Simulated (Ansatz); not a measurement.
**C₂H₈AlGa: basis-set convergence**

How large a basis does C₂H₈AlGa need? Two functionals are run in growing sets.

Method: one geometry, several basis sets; program: Ansatz 0.2.0, Gaussian basis.

The runs, in order: PBE0-D4/def2-SVP; ωB97M-V/def2-SVP; PBE0-D4/def2-QZVPP; the functionals' def2-TZVPP values are taken from earlier runs.

2 further runs of the same task are left out: 2 that didn't finish.

### 1 Structure used throughout

All runs share one geometry, relaxed beforehand with PBE0-D4 in a triple-zeta def2 set.

12 atoms, charge 0, spin multiplicity 1.

Atoms are counted from 1 here; the program's logs count them from 0.

Bond lengths: Al1–C2 1.962 Å, Al1–H5 1.593 Å, Al1–H6 1.592 Å, C2–C3 1.534 Å, C2–H7 1.099 Å, C2–H8 1.099 Å, C3–Ga4 1.979 Å, C3–H9 1.098 Å, C3–H10 1.097 Å, Ga4–H11 1.577 Å, Ga4–H12 1.577 Å. Angles: C2–Al1–H5 120.5°, C2–Al1–H6 120.2°, H5–Al1–H6 119.3°, Al1–C2–C3 116.1°, Al1–C2–H7 107.6°, Al1–C2–H8 107.5°, C3–C2–H7 110.8°, C3–C2–H8 110.8°, H7–C2–H8 103.2°, C2–C3–Ga4 116.3°, C2–C3–H9 111.2°, C2–C3–H10 111.2°, Ga4–C3–H9 106.7°, Ga4–C3–H10 106.9°, H9–C3–H10 103.6°, C3–Ga4–H11 119.9°, C3–Ga4–H12 121.0°, H11–Ga4–H12 119.1°.

### 2 PBE0-D4 in def2-SVP

Input file in.yaml:

```yaml
crystal:
  periodic: [false, false, false]
  atoms:
    - {symbol: Al, position_ang: [-1.694503, 1.491300, 0.834963]}
    - {symbol: C, position_ang: [-0.687156, 0.220780, -0.270622]}
    - {symbol: C, position_ang: [0.684395, -0.204908, 0.268579]}
    - {symbol: Ga, position_ang: [1.697145, -1.501432, -0.831917]}
    - {symbol: H, position_ang: [-3.122713, 2.017160, 0.365485]}
    - {symbol: H, position_ang: [-1.089307, 2.006717, 2.214462]}
    - {symbol: H, position_ang: [-0.593690, 0.656717, -1.275042]}
    - {symbol: H, position_ang: [-1.330383, -0.654865, -0.436449]}
    - {symbol: H, position_ang: [0.598052, -0.642659, 1.271356]}
    - {symbol: H, position_ang: [1.338220, 0.663044, 0.420811]}
    - {symbol: H, position_ang: [1.066350, -2.064461, -2.163295]}
    - {symbol: H, position_ang: [3.133591, -1.987403, -0.398322]}
basis:
  gaussian: {orbitals: def2-SVP}
hamiltonian: {xc: pbe0, dispersion: d4}
output: {orbitals: {seedname: orbitals}}
```

Command:

```
ansatz run in.yaml --threads 2 --pin off --events-out ev --progress --plain --max-ram 4352MiB
```

After this run come: ωB97M-V in def2-SVP; PBE0-D4 in def2-QZVPP.

Before running them: what should the planned runs give, taken together? Wanted: PBE0-D4: double and triple zeta above quadruple.

The runs gave:

| quantity | value |
| --- | --- |
| PBE0-D4: double and triple zeta above quadruple | 12.92, 1.53 eV |

**Reading.** For PBE0-D4 the step from double to triple zeta gains 11.39 eV and the next only 1.53 eV. Total energies overstate the basis error of differences, where much of it tends to cancel.
